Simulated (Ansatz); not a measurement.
# AlH5: the cost of one run

Method: DFT PBE, scalar-relativistic, plane waves, PAW, in Ansatz 0.2.0.

### Step 1. The structure to begin with

The structure is cubic, space group F-43m (No. 216). The conventional cell has a = 6.196 Å, b = 6.196 Å, c = 6.196 Å, α = 90.00°, β = 90.00°, γ = 90.00°. Al (site symmetry -43m) is surrounded by 16 H at 2.57 to 2.68 Å. H (site symmetry -43m) has 12 H at 2.57 Å and 4 Al at 2.68 Å as nearest neighbours. H (site symmetry 3m) has 9 H at 2.16 to 2.57 Å and 3 Al at 2.57 Å as nearest neighbours.

Structure file:

```cif
data_structure
_symmetry_space_group_name_H-M 'P 1'
_symmetry_Int_Tables_number 1
_cell_length_a 4.3814
_cell_length_b 4.3814
_cell_length_c 4.3814
_cell_angle_alpha 60.000
_cell_angle_beta 60.000
_cell_angle_gamma 60.000
_cell_volume 59.47
loop_
_atom_site_label
_atom_site_type_symbol
_atom_site_fract_x
_atom_site_fract_y
_atom_site_fract_z
_atom_site_occupancy
Al1 Al 0.00000 0.00000 0.00000 1
H1 H 0.25000 0.25000 0.25000 1
H2 H 0.12959 0.62347 0.62347 1
H3 H 0.62347 0.62347 0.62347 1
H4 H 0.62347 0.62347 0.12959 1
H5 H 0.62347 0.12959 0.62347 1
```

The cell is invented: species swapped into a database cell of ZrNi5 (F-43m, No. 216), with Al on the Zr sites and H on the Ni sites. The dimensions are guesses.

### Step 2. A first look at the guess

Input file input.yaml:

```yaml
crystal:
  lattice:
    - [0.0, 3.09810729, 3.09810729]
    - [3.09810729, 0.0, 3.09810729]
    - [3.09810729, 3.09810729, 0.0]
  atoms:
    - { symbol: Al, position: [0.0, 0.0, 0.0] }
    - { symbol: H, position: [0.25, 0.25, 0.25] }
    - { symbol: H, position: [0.12959015, 0.62346995, 0.62346995] }
    - { symbol: H, position: [0.62346995, 0.62346995, 0.62346995] }
    - { symbol: H, position: [0.62346995, 0.62346995, 0.12959015] }
    - { symbol: H, position: [0.62346995, 0.12959015, 0.62346995] }
basis:
  ecutwfc: 420
kpoints:
  mp_grid: { grid: [6, 6, 6] }
hamiltonian:
  xc: pbe
scf:
  occupations: { method: gaussian, width: 0.1 }
  lower_state_search: "off"
output:
  forces: true
  stress: true
  eigenvalues: true
```

On the command line:

```
$ ansatz run input.yaml --threads 1 --pin off --max-ram 2560MiB --backend cpu --events-out ev --progress --plain --runs-dir out
```

What time and memory should one allow on 1 thread of Intel Xeon at 2.70GHz, shared host?

About 1.6 s, with a peak of 0.3 GiB.
